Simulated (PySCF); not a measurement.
# [Yb(NH3)2]3+: other functionals and bases at one geometry

An exercise on one series of results from a longer session: the logs are not shown, and one member is left open.

Computed with PySCF 2.14.0. Level: several levels, as the steps say, no spin–orbit coupling.

3 further runs of the same task are left out: 2 for a known fault of the program, 1 set aside as unsound or not needed.

## Where the work starts

9 atoms, charge 3, spin multiplicity 1.

Bond lengths: Yb1–N2 2.322 Å, Yb1–N6 2.322 Å, N2–H3 1.050 Å, N2–H4 1.050 Å, N2–H5 1.048 Å, N6–H7 1.049 Å, N6–H8 1.049 Å, N6–H9 1.050 Å. Angles: N2–Yb1–N6 111.2°, Yb1–N2–H3 115.4°, Yb1–N2–H4 114.9°, Yb1–N2–H5 116.8°, H3–N2–H4 102.5°, H3–N2–H5 102.7°, H4–N2–H5 102.7°, Yb1–N6–H7 116.2°, Yb1–N6–H8 116.0°, Yb1–N6–H9 114.8°, H7–N6–H8 102.7°, H7–N6–H9 102.7°, H8–N6–H9 102.6°.

Geometry (Å):

```
Yb   -0.1898    1.1129   -0.0001
N     0.0289   -0.1814    1.9153
H     0.9163   -0.0358    2.4576
H    -0.7102   -0.0204    2.6433
H     0.0049   -1.2214    1.7878
N     0.0371   -0.1781   -1.9168
H     0.9018   -0.7681   -1.9773
H    -0.7291   -0.8717   -2.0968
H     0.0672    0.3674   -2.8131
```

Formal oxidation states: Yb +3. Each metal's 13 4f electrons lie in its core potential, so multiplicities, spins and levels count the valence alone. An earlier session relaxed this geometry at TPSS, Yb lcecp-1-SVP with ECP59, N def2-SVP, H def2-SVP (singlet, point group C1).

At TPSS on the finer grid: E = -151.279175 Eh, HOMO -24.88 eV, LUMO -19.16 eV, Mulliken charge on Yb1 +2.02 e, largest force component 0.010 eV/Å. 

Levels to run: PBE0; M06-L; wB97X; PBE; TPSS, TZVP. Hardware: 2 threads of Arm Neoverse V1, shared host.

The first run:

File run.py (the lines that set the calculation):

```python
mol = gto.M(atom='''
Yb    -0.18975     1.11288    -0.00009
N      0.02887    -0.18136     1.91534
H      0.91626    -0.03584     2.45761
H     -0.71024    -0.02044     2.64334
H      0.00489    -1.22139     1.78777
N      0.03712    -0.17806    -1.91677
H      0.90181    -0.76806    -1.97735
H     -0.72907    -0.87167    -2.09677
H      0.06719     0.36741    -2.81309''',
    basis={'Yb': 'lcecp-1-SVP', 'N': 'def2-SVP', 'H': 'def2-SVP'},
    ecp={'Yb': 'lcecp-1-SVP'},
    charge=3, spin=0)
mf = dft.RKS(mol, xc='PBE0')
mf.grids.atom_grid = (75, 302)  # f atoms: unpruned, at least (60, 302)
mf = mf.density_fit()  # fitting sets: Yb AutoAux, N def2-universal-JKFIT, H def2-universal-JKFIT
mf.conv_tol = 1e-08; mf.max_cycle = 55
mf.kernel(dm0)  # dm0: the density of the relaxed state
```

Run with:

```sh
$ OMP_NUM_THREADS=2 python run.py
```

Steps of the session up to this table: PBE0; M06-L; wB97X; PBE; TPSS, TZVP.

One of the session's tables, all rows but one given; the rest of the session is left out.

```
              level  HOMO (eV)  gap (eV)  charge on Yb1 (e)  dipole (D)  largest force component (eV/Å)
TPSS (relaxed here)     -24.88      5.72               2.02        4.07                            0.01
               PBE0     -26.27      7.83               2.07        3.93                            0.27
              M06-L     -25.04      6.43               2.14        3.78                            0.34
              wB97X          ?         ?                  ?           ?                               ?
                PBE     -24.81      5.37               1.97        4.24                            0.22
         TPSS, TZVP     -24.77      5.69               2.23        4.09                            0.33
```

Estimate the missing values for wB97X.

The run gave: HOMO (eV): -28.70; gap (eV): 12.77; charge on Yb1 (e): 2.10; dipole (D): 3.65; largest force component (eV/Å): 0.30. In the column «HOMO (eV)» it is the lowest.

The dipole of a charged species depends on the origin, so these sizes hold for this origin alone.

In one basis the HOMO–LUMO gap runs from 5.37 eV (PBE) to 12.77 eV (wB97X). The largest leftover force, 0.34 eV/Å with M06-L, stands at a geometry relaxed at another level. With 4f in the core, its levels are missing from HOMO and gap, and its count is fixed, so no charge can pass from the ligands into it. Total energies of different levels can't be compared.
